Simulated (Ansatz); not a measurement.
# C₃H₁₃HfN₃O: up Jacob's ladder to CCSD(T)

One table from this session's results is given with a row withheld; the runs are named, their logs left out.

Method: functionals in def2-TZVPP, the program's frozen cores in correlated methods; program: Ansatz 0.2.0, Gaussian basis.

Plan: LDA (SPW92), PBE-D4, revPBE-D4, BLYP-D4, r2SCAN-D4, B97M-V, PBE0-D4, B3LYP-D4, r2SCANh-D4, r2SCAN0-D4, HSE06-D4, BHLYP-D4, CAM-B3LYP-D4, LC-ωPBE, ωB97X-V, ωB97M-V, B2PLYP, PBE-QIDH; CCSD(T)/def2-SVP; CCSD(T)/def2-TZVPP; MP2/def2-QZVPP; extrapolation to the limit; RPA on PBE.

1 further run of the same task is left out (it didn't finish).

## The relaxed structure

An earlier PBE0-D4 in a triple-zeta def2 set relaxation fixed the geometry. Hf takes the def2 core potential; no spin-orbit term is included.

SMILES `C[NH][Hf]([OH])([NH]C)[NH]C`, 21 atoms, charge 0, spin multiplicity 1.

Atoms are counted from 1 here; the program's logs count them from 0.

Bond lengths: C1–N2 1.447 Å, C1–H9 1.098 Å, C1–H10 1.098 Å, C1–H11 1.096 Å, N2–Hf3 2.045 Å, N2–H12 1.010 Å, Hf3–O4 1.947 Å, Hf3–N5 2.044 Å, Hf3–N7 2.047 Å, O4–H13 0.951 Å, N5–C6 1.448 Å, N5–H14 1.013 Å, C6–H15 1.093 Å, C6–H16 1.098 Å, C6–H17 1.098 Å, N7–C8 1.447 Å, N7–H18 1.011 Å, C8–H19 1.098 Å and more. Angles: N2–C1–H9 112.6°, N2–C1–H10 113.0°, N2–C1–H11 110.2°, H9–C1–H10 107.6°, H9–C1–H11 106.4°, H10–C1–H11 106.7°, C1–N2–Hf3 126.1°, C1–N2–H12 111.5°, Hf3–N2–H12 122.3°, N2–Hf3–O4 114.8°, N2–Hf3–N5 106.0°, N2–Hf3–N7 105.1°, O4–Hf3–N5 110.5°, O4–Hf3–N7 111.3°, N5–Hf3–N7 108.8°, Hf3–O4–H13 159.0°, Hf3–N5–C6 130.9°, Hf3–N5–H14 118.2° and more.

The first run:

in.yaml reads:

```yaml
crystal:
  periodic: [false, false, false]
  atoms:
    - {symbol: C, position_ang: [2.130917, -2.128640, -0.958209]}
    - {symbol: N, position_ang: [0.739723, -1.784644, -0.757589]}
    - {symbol: Hf, position_ang: [-0.030002, 0.106582, -0.641515]}
    - {symbol: O, position_ang: [0.407816, 1.259663, -2.148231]}
    - {symbol: N, position_ang: [-2.055338, -0.116872, -0.476516]}
    - {symbol: C, position_ang: [-2.908155, -0.204850, 0.689935]}
    - {symbol: N, position_ang: [0.696150, 0.869181, 1.113724]}
    - {symbol: C, position_ang: [0.829356, 2.254616, 1.509723]}
    - {symbol: H, position_ang: [2.529503, -2.759163, -0.152484]}
    - {symbol: H, position_ang: [2.310921, -2.650475, -1.907330]}
    - {symbol: H, position_ang: [2.745647, -1.221965, -0.975563]}
    - {symbol: H, position_ang: [0.154825, -2.608184, -0.733649]}
    - {symbol: H, position_ang: [0.817572, 1.546057, -2.957031]}
    - {symbol: H, position_ang: [-2.612819, -0.069335, -1.321485]}
    - {symbol: H, position_ang: [-2.296901, -0.199346, 1.595724]}
    - {symbol: H, position_ang: [-3.503355, -1.127373, 0.705914]}
    - {symbol: H, position_ang: [-3.606033, 0.639058, 0.768817]}
    - {symbol: H, position_ang: [1.068593, 0.248324, 1.819982]}
    - {symbol: H, position_ang: [0.254525, 2.491902, 2.414530]}
    - {symbol: H, position_ang: [0.455274, 2.909820, 0.717091]}
    - {symbol: H, position_ang: [1.871782, 2.545633, 1.694152]}
basis:
  gaussian: {orbitals: def2-TZVPP}
hamiltonian: {xc: lda}
output: {orbitals: {seedname: orbitals}}
```

The run is started by

```console
> ansatz run in.yaml --threads 4 --pin off --events-out ev --progress --plain --max-ram 66560MiB --backend cuda --devices 0, --max-vram 37GiB
```

Among the steps run: LDA; PBE-D4 (GGA); revPBE-D4 (GGA); BLYP-D4 (GGA); r2SCAN-D4 (meta-GGA); B97M-V (meta-GGA); PBE0-D4 (hybrid); B3LYP-D4 (hybrid); r2SCANh-D4 (hybrid); r2SCAN0-D4 (hybrid); HSE06-D4 (hybrid); BHLYP-D4 (hybrid); CAM-B3LYP-D4 (range-separated); LC-ωPBE (range-separated); ωB97X-V (range-separated); ωB97M-V (range-separated); B2PLYP (double hybrid); PBE-QIDH (double hybrid).

One table of the session follows, with a row left open; its other results are not shown here.

It belongs to the step «Orbital energies across the functionals». 

| functional | HOMO (eV) | gap (eV) |
| --- | --- | --- |
| LDA (SPW92) | -4.95 | 4.26 |
| PBE-D4 | -4.80 | 4.30 |
| revPBE-D4 | -4.73 | 4.33 |
| BLYP-D4 | -4.68 | 4.21 |
| r2SCAN-D4 | -5.04 | 5.05 |
| B97M-V | -5.16 | 4.68 |
| PBE0-D4 | -6.10 | 6.31 |
| B3LYP-D4 | -5.88 | 5.82 |
| r2SCANh-D4 | -5.53 | 5.76 |
| r2SCAN0-D4 | -6.28 | 6.81 |
| HSE06-D4 | -5.70 | 5.56 |
| BHLYP-D4 | -7.34 | 8.10 |
| CAM-B3LYP-D4 | ? | ? |
| LC-ωPBE | -8.84 | 10.91 |
| ωB97X-V | -8.50 | 10.34 |
| ωB97M-V | -8.42 | 9.79 |

**Question.** Estimate the row for CAM-B3LYP-D4.

As computed: HOMO (eV): -7.48; gap (eV): 8.40. In the column «HOMO (eV)» it lies between ωB97M-V (-8.42) and BHLYP-D4 (-7.34).
